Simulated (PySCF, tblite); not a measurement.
# C₈H₁₀BP: infrared bands and NMR shifts

Wanted: the infrared bands and NMR shifts of C₈H₁₀BP (`[BH3-][P@H+]1C=C1c1ccccc1`), by calculation.

Programs: tblite 0.8.0 and PySCF 2.14.0, with density-fitted response routines of our own. Each step states its level of theory. These are calculated values for one molecule in the gas phase, unless marked as measured. Atoms count from 0, in the outputs and in this text.

## 1. The molecule as given

20 atoms, charge 0, multiplicity 1; geometry from: GFN2-xTB.

Bonds of the start (Å): B0–P1 1.95, P1–C2 1.81, C2–C3 1.33, C3–C4 1.43, C4–C5 1.40, C5–C6 1.38, C6–C7 1.39, C7–C8 1.39, C8–C9 1.38, C3–P1 1.82, C9–C4 1.40, B0–H10 1.19, B0–H11 1.19, B0–H12 1.19, P1–H13 1.41, C2–H14 1.07, C5–H15 1.08, C6–H16 1.08, C7–H17 1.08, C8–H18 1.08, C9–H19 1.08.

## 2. Harmonic vibrations with GFN2-xTB

Job settings and geometry (Å):

```
{"job": {"kind": "ir", "xc": "GFN2-xTB", "basis": "xTB"}, "charge": 0, "multiplicity": 1}
B      3.556230    -0.608975     0.631116
P      2.421092     0.621774    -0.365733
C      1.490506     0.226756    -1.871763
C      0.688256     0.303282    -0.816166
C     -0.633943     0.153209    -0.296615
C     -0.870124     0.375354     1.061082
C     -2.142632     0.232660     1.577843
C     -3.190809    -0.131075     0.746442
C     -2.963644    -0.356459    -0.603233
C     -1.694320    -0.216754    -1.128262
H      3.057715    -1.659295     0.374652
H      3.450822    -0.275637     1.767343
H      4.650872    -0.461972     0.195018
H      2.491860     2.032018    -0.410782
H      1.522463    -0.009043    -2.912856
H     -0.039773     0.655472     1.694614
H     -2.321383     0.405395     2.628812
H     -4.186137    -0.241572     1.150250
H     -3.781993    -0.643087    -1.247225
H     -1.510204    -0.391374    -2.177572
```

**Question.** This job is followed by: GIAO PBE0/pcSseg-1 NMR shielding, non-relativistic, gas phase. Predict these results of the whole session: strongest single infrared mode (GFN2-xTB); zero-point energy (GFN2-xTB); 13C shifts against TMS (PBE0/pcSseg-1, means over atoms taken as alike); 1H shifts against TMS (PBE0/pcSseg-1, means over atoms taken as alike); 11B shifts against BF3·OEt2 (PBE0/pcSseg-1); 31P shifts against H3PO4 (PBE0/pcSseg-1).

As calculated:

```
                                                               quantity                                         value
                              strongest single infrared mode (GFN2-xTB)                         2121 cm⁻¹, 347 km/mol
                                           zero-point energy (GFN2-xTB)                                 91.8 kcal/mol
13C shifts against TMS (PBE0/pcSseg-1, means over atoms taken as alike)  145.1, 138.8, 138.0, 134.8, 130.2, 121.6 ppm
 1H shifts against TMS (PBE0/pcSseg-1, means over atoms taken as alike)        8.25, 8.14, 7.89, 7.85, 4.27, 1.21 ppm
                            11B shifts against BF3·OEt2 (PBE0/pcSseg-1)                                     -45.0 ppm
                               31P shifts against H3PO4 (PBE0/pcSseg-1)                                    -202.3 ppm
```

What this shows: No mode is imaginary among the 54: a minimum at this level. The strongest single mode, at 2121 cm⁻¹, moves mainly H13. GFN2-xTB is a fitted tight-binding method: band positions and strengths are rough. Its intensities can rank the bands wrongly. At PBE0/pcSseg-1: The largest span, 618 ppm, is at P1, where the paramagnetic term is -446 ppm. NICS(1)zz of -27 ppm above the planar ring from C4 marks a diatropic (aromatic) ring current.
